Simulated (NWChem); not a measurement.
# CH5InO2 (SMILES [CH3][In]([OH])[OH]): PBE-D3(BJ)/def2-SVP (core potential)

We compute a structure relaxation of CH5InO2. 

The calculation is run with NWChem 7.3.0.

## 1. Starting point

CH5InO2 has 9 atoms, charge 0, and is taken as a singlet. SMILES: `[CH3][In]([OH])[OH]`. The coordinates come from a PBE0-D4/def2-TZVP relaxation. This is one conformer, not always the lowest. The run starts from this shape.

Bond lengths: C1–In2 2.127 Å, In2–O3 1.981 Å, In2–O4 1.993 Å, C1–H5 1.090 Å, C1–H6 1.090 Å, C1–H7 1.089 Å, O3–H8 0.961 Å, O4–H9 0.959 Å. Some angles: C1–In2–O3 124.7°, C1–In2–O4 129.1°, O3–In2–O4 106.2°, In2–C1–H5 109.8°, In2–C1–H6 109.5°, In2–C1–H7 109.4°, In2–O3–H8 111.0°, In2–O4–H9 114.4°, H5–C1–H6 109.0°, H5–C1–H7 109.7°.

## 2. A structure relaxation at PBE-D3(BJ)/def2-SVP (core potential)

Contents of ch5ino2.nw:

```
start ch5ino2
title "CH5InO2 PBE"
memory 2200 mb
geometry units angstroms
  C    -0.086600    0.920200   -1.366200
  In    0.122900   -0.336100    0.337800
  O     1.440800   -1.806000    0.500900
  O    -0.898600   -0.312900    2.048600
  H    -1.126400    0.929200   -1.692800
  H     0.212100    1.936300   -1.107700
  H     0.547500    0.548900   -2.169800
  H     1.365500   -2.243400    1.353100
  H    -1.577100    0.363700    2.096100
end
basis spherical bse
  * library def2-SVP
end
ecp bse
  In library def2-SVP
end
dft
  xc xpbe96 cpbe96
  disp vdw 4
  grid fine
  convergence energy 1e-07
  iterations 100
  mulliken
  print low
end
driver
  maxiter 60
end
freq
  temp 3 298.15 400 700
end
task dft optimize
task dft frequencies
```

Run with:

```console
$ nwchem ch5ino2.nw > ch5ino2.out
```

The program printed:

```text
Northwest Computational Chemistry Package (NWChem) 7.3.0
             --------------------------------------------------------

           Job information
           ---------------

    nwchem branch   = 7.3.0
    use scalapack   = T
    input           = ch5ino2.nw
    prefix          = ch5ino2.
    data base       = ./ch5ino2.db
    status          = startup
    nproc           =        1

           Memory information
           ------------------

    heap     =     72089600 doubles =      550.0 Mbytes
    stack    =     72089597 doubles =      550.0 Mbytes
    global   =    144179200 doubles =     1100.0 Mbytes (distinct from heap & stack)
    total    =    288358397 doubles =     2200.0 Mbytes
    verify   = yes
    hardfail = no

           Directory information
           ---------------------

  0 permanent = .
  0 scratch   = .

                                NWChem Input Module
                                -------------------

                                    CH5InO2 PBE
                                    -----------

 Scaling coordinates for geometry "geometry" by  1.889725989
 (inverse scale =  0.529177249)

 C1  symmetry detected

          ------
          auto-z
          ------
  no constraints, skipping    0.0000000000000000
  no constraints, skipping    0.0000000000000000

                             Geometry "geometry" -> ""
                             -------------------------

 Output coordinates in angstroms (scale by  1.889725989 to convert to a.u.)

  No.       Tag          Charge          X              Y              Z
 ---- ---------------- ---------- -------------- -------------- --------------
    1 C                    6.0000    -0.04601902     2.14958944     0.00023463
    2 In                  49.0000     0.00422386     0.02279110    -0.00038083
    3 O                    8.0000     1.65850679    -1.06689487     0.00033774
[... 5 lines of this table left out ...]
    9 H                    1.0000    -2.38102142    -0.86148471     0.00005260

      Atomic Mass
      -----------

      C                 12.000000
      In               114.904100
      O                 15.994910
      H                  1.007825

 Effective nuclear repulsion energy (a.u.)     385.3178281088

            Nuclear Dipole moment (a.u.)
            ----------------------------
        X                 Y               Z
 ---------------- ---------------- ----------------
     0.0000000000    -0.0000000000     0.0000000000

                                Z-matrix (autoz)
                                --------

 Units are Angstrom for bonds and degrees for angles

      Type          Name      I     J     K     L     M      Value
      ----------- --------  ----- ----- ----- ----- ----- ----------
    1 Stretch                  1     2                       2.12739
    2 Stretch                  1     5                       1.08992
    3 Stretch                  1     6                       1.09018
    4 Stretch                  1     7                       1.08891
    5 Stretch                  2     3                       1.98093
    6 Stretch                  2     4                       1.99270
    7 Stretch                  3     8                       0.96085
    8 Stretch                  4     9                       0.95938
    9 Bend                     1     2     3               124.72641
   10 Bend                     1     2     4               129.07325
   11 Bend                     2     1     5               109.80635
   12 Bend                     2     1     6               109.48121
   13 Bend                     2     1     7               109.41479
   14 Bend                     2     3     8               111.01877
   15 Bend                     2     4     9               114.40974
   16 Bend                     3     2     4               106.20031
   17 Bend                     5     1     6               108.95021
   18 Bend                     5     1     7               109.70769
   19 Bend                     6     1     7               109.46607
   20 Torsion                  1     2     3     8         179.85173
   21 Torsion                  1     2     4     9           0.08301
   22 Torsion                  3     2     1     5         127.66293
   23 Torsion                  3     2     1     6        -112.76437
   24 Torsion                  3     2     1     7           7.20090
   25 Torsion                  3     2     4     9        -179.98799
   26 Torsion                  4     2     1     5         -52.42002
   27 Torsion                  4     2     1     6          67.15268
   28 Torsion                  4     2     1     7        -172.88205
   29 Torsion                  4     2     3     8          -0.08121

            XYZ format geometry
            -------------------
     9
 geometry
 C                    -0.04601902     2.14958944     0.00023463
 In                    0.00422386     0.02279110    -0.00038083
 O                     1.65850679    -1.06689487     0.00033774
[... 5 lines of this table left out ...]
 H                    -2.38102142    -0.86148471     0.00005260

[... 172 lines left out ...]
      One electron energy =     -987.473970528430
[... 47 lines left out ...]
@    0    -381.34990920  0.0D+00  0.01540  0.00670  0.00000  0.00000     20.8
[... 61 lines left out ...]
    Exchange-Corr. energy =      -40.959208664334
[... 81 lines left out ...]
  The DFT is already converged
[... 76 lines left out ...]
      One electron energy =     -982.730667410476
[... 35 lines left out ...]
 new step= 1.82                   predicted energy=   -381.352213
[... 79 lines left out ...]
           Coulomb energy =      448.082737814477
[... 104 lines left out ...]
         Total DFT energy =     -381.352358499154
[... 35 lines left out ...]
     step= 1.00 grad=-2.1D-04 hess= 7.3D-05 energy=   -381.352358 mode=downhill
[... 77 lines left out ...]
      One electron energy =     -980.444265272728
[... 96 lines left out ...]
   convergence    iter        energy       DeltaE   RMS-Dens  Diis-err    time
[... 11 lines left out ...]
 Nuclear repulsion energy =      192.455296981147
[... 108 lines left out ...]
         Total DFT energy =     -381.352403322211
[... 48 lines left out ...]
@    4    -381.35240332 -3.0D-05  0.00044  0.00013  0.00792  0.02139    100.3
[... 56 lines left out ...]
    Exchange-Corr. energy =      -40.946598093108
[... 77 lines left out ...]
  The DFT is already converged
[... 75 lines left out ...]
      One electron energy =     -980.639919087192
[... 35 lines left out ...]
 new step= 1.33                   predicted energy=   -381.352411
[... 77 lines left out ...]
           Coulomb energy =      447.720821975423
[... 100 lines left out ...]
         Total DFT energy =     -381.352412502108
[... 35 lines left out ...]
     step= 1.00 grad=-1.4D-06 hess= 3.3D-07 energy=   -381.352413 mode=accept
[... 61 lines left out ...]
@    7    -381.35241250 -1.1D-06  0.00032  0.00009  0.00158  0.00297    142.8
[... 56 lines left out ...]
    Exchange-Corr. energy =      -40.946479322147
[... 77 lines left out ...]
  The DFT is already converged
[... 67 lines left out ...]
      One electron energy =     -980.594638806558
[... 35 lines left out ...]
 new step= 1.00                   predicted energy=   -381.352413
[... 76 lines left out ...]
      Optimization converged
[... 145 lines left out ...]
         Total DFT energy =     -381.352413947604
[... 42 lines left out ...]
 stpr_wrt_fd_dipole: overwrite of existing file./ch5ino2.fd_ddipole
[... 42 lines left out ...]
 d_dipole_x/<atom=   1,x> =    -0.3495     [   -1.6785]
[... 4 lines left out ...]
 d_dipole_x/<atom=   2,z> =     0.0001     [    0.0005]
[... 4 lines left out ...]
 d_dipole_x/<atom=   4,y> =    -0.2463     [   -1.1832]
[... 4 lines left out ...]
 d_dipole_x/<atom=   6,x> =     0.0591     [    0.2837]
[... 4 lines left out ...]
 d_dipole_x/<atom=   7,z> =     0.0070     [    0.0336]
[... 4 lines left out ...]
 d_dipole_x/<atom=   9,y> =     0.0394     [    0.1890]
[... 5 lines left out ...]
 d_dipole_y/<atom=   1,z> =    -0.0044     [   -0.0214]
[... 4 lines left out ...]
 d_dipole_y/<atom=   3,y> =    -0.7429     [   -3.5681]
[... 4 lines left out ...]
 d_dipole_y/<atom=   5,x> =     0.0119     [    0.0571]
[... 4 lines left out ...]
 d_dipole_y/<atom=   6,z> =    -0.0201     [   -0.0966]
[... 4 lines left out ...]
 d_dipole_y/<atom=   8,y> =     0.1484     [    0.7130]
[... 5 lines left out ...]
 Z vector of derivative dipole (au) [debye/angstrom]
[... 4 lines left out ...]
 d_dipole_z/<atom=   2,y> =     0.0015     [    0.0072]
[... 4 lines left out ...]
 d_dipole_z/<atom=   4,x> =     0.0008     [    0.0039]
[... 4 lines left out ...]
 d_dipole_z/<atom=   5,z> =     0.0242     [    0.1164]
[... 4 lines left out ...]
 d_dipole_z/<atom=   7,y> =     0.0117     [    0.0563]
[... 4 lines left out ...]
 d_dipole_z/<atom=   9,x> =    -0.0005     [   -0.0024]
[... 219 lines left out ...]
          MASS-WEIGHTED PROJECTED HESSIAN (Hartree/Bohr/Bohr/Kamu)
[... 11 lines left out ...]
              11           12           13           14           15           16           17           18           19           20
   ----- ----- ----- ----- -----
   11    1.23066D+01
   12   -3.33488D-02  3.04751D-01
   13    1.46120D-02 -6.98501D-02  1.35781D+02
   14    8.10909D-03 -2.72997D-01 -5.59656D+01  6.25884D+01
[... 12 lines of this table left out ...]
   27    9.36940D-02 -5.64560D-01  5.42756D-04  2.08385D-01  3.72023D-02 -6.57360D-02 -2.05127D-01 -3.21040D-04 -8.36861D-03  5.02766D-03

              21           22           23           24           25           26           27
   ----- ----- ----- ----- -----
   21    4.34898D+01
   22   -1.23942D-02  4.21038D+01
   23   -6.14614D-03  9.20083D+01  4.70520D+02
   24   -3.83699D-02 -4.67498D-01 -2.16674D+00  3.87418D+00
   25    1.70582D-02  4.79842D-01 -4.68746D-01  2.34130D-03  3.89484D+02
   26    4.35983D-02 -1.29634D-02 -3.21211D-01  4.19220D-05 -1.93102D+02  1.22945D+02
   27   -5.35275D-02  2.59069D-03 -6.71033D-04 -1.16165D-01  6.27951D-01 -3.77217D-01  2.40351D+00

 center of mass
 --------------
 x =  -0.03266315 y =  -0.07707563 z =  -0.00194920

 moments of inertia (a.u.)
 ------------------
         455.968825768895          -8.729294256167           0.185021234090
          -8.729294256167         345.252386203516           0.065417663259
           0.185021234090           0.065417663259         789.450495877520

 Rotational Constants
 --------------------
 A=   0.174712 cm-1  (  0.251366 K)
 B=   0.131829 cm-1  (  0.189669 K)
 C=   0.076256 cm-1  (  0.109713 K)

 Temperature                      =   298.15K
 frequency scaling parameter      =   1.0000

 Zero-Point correction to Energy  =   37.354 kcal/mol  (  0.059528 au)
 Thermal correction to Energy     =   42.185 kcal/mol  (  0.067225 au)
 Thermal correction to Enthalpy   =   42.777 kcal/mol  (  0.068169 au)

 Total Entropy                    =   90.034 cal/mol-K
   - Translational                =   41.173 cal/mol-K (mol. weight = 163.9330)
   - Rotational                   =   26.309 cal/mol-K (symmetry #  =        1)
   - Vibrational                  =   22.552 cal/mol-K

 Cv (constant volume heat capacity) =   24.007 cal/mol-K
   - Translational                  =    2.979 cal/mol-K
   - Rotational                     =    2.979 cal/mol-K
   - Vibrational                    =   18.048 cal/mol-K

 Temperature                      =   400.00K
 frequency scaling parameter      =   1.0000

 Zero-Point correction to Energy  =   37.354 kcal/mol  (  0.059528 au)
 Thermal correction to Energy     =   44.821 kcal/mol  (  0.071427 au)
 Thermal correction to Enthalpy   =   45.616 kcal/mol  (  0.072694 au)

 Total Entropy                    =   98.200 cal/mol-K
   - Translational                =   42.632 cal/mol-K (mol. weight = 163.9330)
   - Rotational                   =   27.185 cal/mol-K (symmetry #  =        1)
   - Vibrational                  =   28.383 cal/mol-K

 Cv (constant volume heat capacity) =   27.575 cal/mol-K
   - Translational                  =    2.979 cal/mol-K
   - Rotational                     =    2.979 cal/mol-K
   - Vibrational                    =   21.616 cal/mol-K

 Temperature                      =   700.00K
 frequency scaling parameter      =   1.0000

 Zero-Point correction to Energy  =   37.354 kcal/mol  (  0.059528 au)
 Thermal correction to Energy     =   54.107 kcal/mol  (  0.086224 au)
 Thermal correction to Enthalpy   =   55.497 kcal/mol  (  0.088440 au)

 Total Entropy                    =  116.477 cal/mol-K
   - Translational                =   45.411 cal/mol-K (mol. weight = 163.9330)
   - Rotational                   =   28.852 cal/mol-K (symmetry #  =        1)
   - Vibrational                  =   42.213 cal/mol-K

 Cv (constant volume heat capacity) =   33.586 cal/mol-K
   - Translational                  =    2.979 cal/mol-K
   - Rotational                     =    2.979 cal/mol-K
   - Vibrational                    =   27.627 cal/mol-K

          -------------------------------------------------
          NORMAL MODE EIGENVECTORS IN CARTESIAN COORDINATES
          -------------------------------------------------
             (Projected Frequencies expressed in cm-1)

                    1           2           3           4           5           6

 P.Frequency       -0.00       -0.00       -0.00        0.00        0.00        0.00

           1     0.00358    -0.00133    -0.00037    -0.00021     0.09809    -0.13604
[... 25 lines of this table left out ...]
          27     0.01104     0.03480    -0.20227    -0.16743     0.00038     0.00083

                    7           8           9          10          11          12

 P.Frequency       12.81      101.82      124.97      136.36      260.63      331.15

           1     0.00106    -0.17261    -0.00061    -0.02990     0.00036     0.00061
[... 25 lines of this table left out ...]
          27     0.04968    -0.00050    -0.01695    -0.00187    -0.95318     0.10200

                   13          14          15          16          17          18

 P.Frequency      478.10      564.57      578.46      698.18      707.35      783.61

           1    -0.00165     0.00320    -0.00325     0.00188     0.10377    -0.03365
[... 25 lines of this table left out ...]
          27    -0.00065     0.00035     0.00020     0.01512     0.00008     0.00199

                   19          20          21          22          23          24

 P.Frequency      815.50     1127.91     1378.73     1383.67     2998.64     3116.57

           1    -0.02048     0.00051     0.06326     0.00856     0.00172    -0.00338
[... 25 lines of this table left out ...]
          27    -0.00026     0.00015     0.00076     0.00239    -0.00000     0.00015

                   25          26          27

 P.Frequency     3124.53     3706.40     3712.18

           1    -0.08979     0.00006    -0.00011
[... 25 lines of this table left out ...]
          27    -0.00003    -0.00005    -0.00145

 ----------------------------------------------------------------------------
 Normal Eigenvalue ||    Projected Derivative Dipole Moments (debye/angs)
  Mode   [cm**-1]  ||      [d/dqX]             [d/dqY]           [d/dqZ]
 ------ ---------- || ------------------ ------------------ -----------------
    1       -0.000 ||       0.001               0.000             0.209
    2       -0.000 ||      -0.002              -0.002            -0.066
    3       -0.000 ||       0.000               0.000             0.020
[... 23 lines of this table left out ...]
   27     3712.178 ||      -0.807              -0.211             0.001
 ----------------------------------------------------------------------------

 ----------------------------------------------------------------------------
 Normal Eigenvalue ||           Projected Infra Red Intensities
  Mode   [cm**-1]  || [atomic units] [(debye/angs)**2] [(KM/mol)] [arbitrary]
 ------ ---------- || -------------- ----------------- ---------- -----------
    1       -0.000 ||    0.001891           0.044         1.843       0.811
    2       -0.000 ||    0.000189           0.004         0.184       0.081
    3       -0.000 ||    0.000017           0.000         0.017       0.007
[... 23 lines of this table left out ...]
   27     3712.178 ||    0.030162           0.696        29.404      12.941
 ----------------------------------------------------------------------------

 vib:animation  F

 Task  times  cpu:      433.7s     wall:      433.7s
 Total times  cpu:      596.2s     wall:      596.2s
```

Run time: 9.9 min. Hardware: 1 thread of Intel Xeon 6975P-C (Granite Rapids), shared host; peak memory 0.23 GiB.

Step by step:

```
step  energy from the first frame kept (eV)
   0                                 0.0000
   1                                -0.0457
   2                                -0.0628
   3                                -0.0671
   4                                -0.0679
   5                                -0.0679
   6                                -0.0681
   7                                -0.0681
   8                                -0.0681
   9                                -0.0681
```

After the run. Bond lengths: C1–In2 2.162 Å, In2–O3 2.023 Å, In2–O4 2.034 Å, C1–H5 1.106 Å, C1–H6 1.106 Å, C1–H7 1.105 Å, O3–H8 0.977 Å, O4–H9 0.976 Å. Some angles: C1–In2–O3 121.6°, C1–In2–O4 130.8°, O3–In2–O4 107.6°, In2–C1–H5 109.7°, In2–C1–H6 109.1°, In2–C1–H7 108.1°, In2–O3–H8 108.5°, In2–O4–H9 110.2°, H5–C1–H6 109.7°, H5–C1–H7 110.2°.

## 3. Results

Level: PBE-D3(BJ)/def2-SVP (core potential).

```
                                                 quantity             value
                                  total energy at the end     -381.35241 Eh
                                        dispersion energy     -12.60 kJ/mol
                               lowest harmonic wavenumber           13 cm⁻¹
                              highest harmonic wavenumber         3712 cm⁻¹
                                        zero-point energy      156.3 kJ/mol
ideal-gas entropy at 298.15 K (symmetry number 1 as used)  90.0 cal/(mol K)
```

In words: At the final geometry: Bond lengths: C1–In2 2.162 Å, In2–O3 2.023 Å, In2–O4 2.034 Å, C1–H5 1.106 Å, C1–H6 1.106 Å, C1–H7 1.105 Å, O3–H8 0.977 Å, O4–H9 0.976 Å. Some angles: C1–In2–O3 121.6°, C1–In2–O4 130.8°, O3–In2–O4 107.6°, In2–C1–H5 109.7°, In2–C1–H6 109.1°, In2–C1–H7 108.1°, In2–O3–H8 108.5°, In2–O4–H9 110.2°, H5–C1–H6 109.7°, H5–C1–H7 110.2°. All 21 modes are real, though the softest (13 cm⁻¹) is within numerical noise. The optimisation took 10 steps and changed the energy by -0.068 eV. Mulliken charges run from -0.43 on O3 to +0.53 on In2.
